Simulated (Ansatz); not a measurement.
# Mo3O9: the cost of one run

Method: UKS PBE-D4/def2-SVP; program: Ansatz 0.2.0, Gaussian basis.

Plan: a search for the lowest solution at PBE-D4/def2-SVP; a single point at PBE0-D4/def2-SVP.

11 further runs of the same task are left out: 4 that didn't finish, 7 set aside as unsound or not needed. Runs told in other sessions of the task aren't counted.

### Step 1. The relaxed structure

The doublet was relaxed beforehand with PBE-D4/def2-SVP. At that level it is the lowest of the isomers that a small search found.

12 atoms, charge -1, spin multiplicity 2.

Atoms are counted from 1 here; the program's logs count them from 0.

Bond lengths: Mo1–Mo2 2.830 Å, Mo1–O9 1.714 Å, Mo1–O11 1.715 Å, Mo1–O12 1.865 Å, Mo2–O5 1.714 Å, Mo2–O7 1.865 Å, Mo2–O10 1.715 Å, Mo3–O4 1.925 Å, Mo3–O6 1.695 Å, Mo3–O7 1.953 Å, Mo3–O8 1.925 Å, Mo3–O12 1.952 Å, O4–O8 1.477 Å. Angles: Mo2–Mo1–O9 105.7°, Mo2–Mo1–O11 111.4°, Mo2–Mo1–O12 86.4°, O9–Mo1–O11 114.0°, O9–Mo1–O12 117.7°, O11–Mo1–O12 117.3°, Mo1–Mo2–O5 105.5°, Mo1–Mo2–O7 86.5°, Mo1–Mo2–O10 111.7°, O5–Mo2–O7 117.6°, O5–Mo2–O10 113.9°, O7–Mo2–O10 117.3°, O4–Mo3–O6 114.2°, O4–Mo3–O7 131.9°, O4–Mo3–O8 45.1°, O4–Mo3–O12 99.0°, O6–Mo3–O7 109.7°, O6–Mo3–O8 114.1° and more.

Mo takes a core potential in the def2 sets. No spin-orbit coupling is included. The ion is computed in the gas phase, without counter-ions or solvent.

Bonds by kind at the end (by distance):

| bond | count | shortest (Å) | longest (Å) |
| --- | --- | --- | --- |
| Mo–O | 11 | 1.695 | 1.953 |
| Mo–Mo | 1 | 2.830 | 2.830 |
| O–O | 1 | 1.477 | 1.477 |

### Step 2. Searching for the lowest solution, PBE-D4/def2-SVP

start.molden holds the orbitals of an earlier run on this state, given as this run's starting guess.

in.yaml reads:

```yaml
crystal:
  periodic: [false, false, false]
  atoms:
    - {symbol: Mo, position_ang: [-0.429493, 1.418640, -1.307497]}
    - {symbol: Mo, position_ang: [-1.285151, 0.744484, 1.304816]}
    - {symbol: Mo, position_ang: [1.428725, -1.269016, 0.140295]}
    - {symbol: O, position_ang: [1.193793, -2.710442, -1.113742]}
    - {symbol: O, position_ang: [-2.832421, 0.033048, 1.110436]}
    - {symbol: O, position_ang: [3.016086, -1.095292, 0.707545]}
    - {symbol: O, position_ang: [0.189031, -0.396490, 1.371090]}
    - {symbol: O, position_ang: [0.746202, -3.065823, 0.248139]}
    - {symbol: O, position_ang: [-1.694755, 0.921547, -2.351654]}
    - {symbol: O, position_ang: [-1.272116, 2.105834, 2.347442]}
    - {symbol: O, position_ang: [-0.039755, 3.084260, -1.429214]}
    - {symbol: O, position_ang: [0.979854, 0.229250, -1.027646]}
basis:
  gaussian: {orbitals: def2-SVP, initial_orbitals: start.molden}
total_charge: -1
magnetization: {spin_polarized: true, initial_magnetization: 1}
hamiltonian: {xc: pbe, dispersion: d4}
output: {orbitals: {seedname: orbitals}}
```

Launch:

```bash
> ansatz run in.yaml --threads 4 --pin off --events-out ev --progress --plain --max-ram 6963MiB
```

**Question.** How long does this run take on 4 threads of Arm Neoverse V2, shared host, and how much memory does it need?

About 24 s, with a peak of 0.58 GiB.
